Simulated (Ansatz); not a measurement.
**HAuS: vertical ionisation energy**

An exercise on one series of results from a longer session: the logs are not shown, and one member is left open.

Program: Ansatz 0.2.0, Gaussian basis. Level of theory: unrestricted cation, the program's frozen cores in correlated methods. These are calculated values, not measurements.

Plan: UKS PBE-D4/def2-TZVPP; UKS r2SCAN-D4/def2-TZVPP; UKS PBE0-D4/def2-TZVPP; UKS B3LYP-D4/def2-TZVPP; UKS wB97X-V/def2-TZVPP; UKS wB97M-V/def2-TZVPP; UKS B2PLYP/def2-TZVPP; UHF-CCSD(T)/def2-TZVPP; UHF-CCSD(T)/def2-QZVPP; extrapolation to the limit; then −ε(HOMO) from the neutral's earlier runs with LDA (SPW92), PBE-D4, revPBE-D4, BLYP-D4, r2SCAN-D4, B97M-V, PBE0-D4, B3LYP-D4, r2SCANh-D4, r2SCAN0-D4, HSE06-D4, BHLYP-D4, CAM-B3LYP-D4, LC-ωPBE, ωB97X-V, ωB97M-V.

### Structure used throughout

The geometry comes from an earlier relaxation with PBE0-D4 in a triple-zeta def2 set; it is a stationary point. Au takes the def2 core potential; no spin-orbit term is included.

SMILES `[SH][Au]`, 3 atoms, charge 0, spin multiplicity 1.

Atoms are counted from 1 here; the program's logs count them from 0.

Bond lengths: S1–Au2 2.238 Å, S1–H3 1.346 Å. Angles: Au2–S1–H3 95.1°.

Set-up of the first run:

The input, in.yaml:

```yaml
crystal:
  periodic: [false, false, false]
  atoms:
    - {symbol: S, position_ang: [-0.450108, -0.649202, -0.328536]}
    - {symbol: Au, position_ang: [1.393295, -0.008949, 0.766299]}
    - {symbol: H, position_ang: [-0.954087, 0.593351, -0.451063]}
basis:
  gaussian: {orbitals: def2-TZVPP}
total_charge: 1
magnetization: {spin_polarized: true, initial_magnetization: 1}
hamiltonian: {xc: pbe, dispersion: d4}
```

Started as:

```sh
> ansatz run in.yaml --threads 2 --pin off --events-out ev --progress --plain --max-ram 32768MiB --backend cpu
```

Among the steps run: Cation, UKS PBE-D4/def2-TZVPP; Cation, UKS r2SCAN-D4/def2-TZVPP; Cation, UKS PBE0-D4/def2-TZVPP; Cation, UKS B3LYP-D4/def2-TZVPP; Cation, UKS wB97X-V/def2-TZVPP; Cation, UKS wB97M-V/def2-TZVPP; Cation, UKS B2PLYP (frozen core)/def2-TZVPP; Cation, UHF-CCSD(T)/def2-TZVPP; Cation, UHF-CCSD(T)/def2-QZVPP.

One of the session's tables, all rows but one given; the rest of the session is left out.

For comparison, −ε(HOMO) of the neutral from earlier runs:

| functional | −ε(HOMO) (eV) |
| --- | --- |
| LDA (SPW92) | 5.86 |
| PBE-D4 | 5.67 |
| revPBE-D4 | 5.60 |
| BLYP-D4 | ? |
| r2SCAN-D4 | 5.86 |
| B97M-V | 5.87 |
| PBE0-D4 | 6.77 |
| B3LYP-D4 | 6.59 |
| r2SCANh-D4 | 6.28 |
| r2SCAN0-D4 | 6.91 |
| HSE06-D4 | 6.37 |
| BHLYP-D4 | 7.75 |
| CAM-B3LYP-D4 | 8.05 |
| LC-ωPBE | 9.26 |
| ωB97X-V | 8.97 |
| ωB97M-V | 8.86 |

Estimate the missing values for BLYP-D4.

Worked estimate for «−ε(HOMO) (eV)». Against the share of exact exchange, B3LYP-D4 (0.2, 6.59), BHLYP-D4 (0.5, 7.75) give a slope of 3.87 per unit share; at 0 the line stands at 5.82.

**Answer.** −ε(HOMO) (eV): 5.55. In «−ε(HOMO) (eV)» the line misses by +0.27.

Caveats from the session: The cation may have settled in a state other than its lowest; no search over hole states beyond the program's own was made.
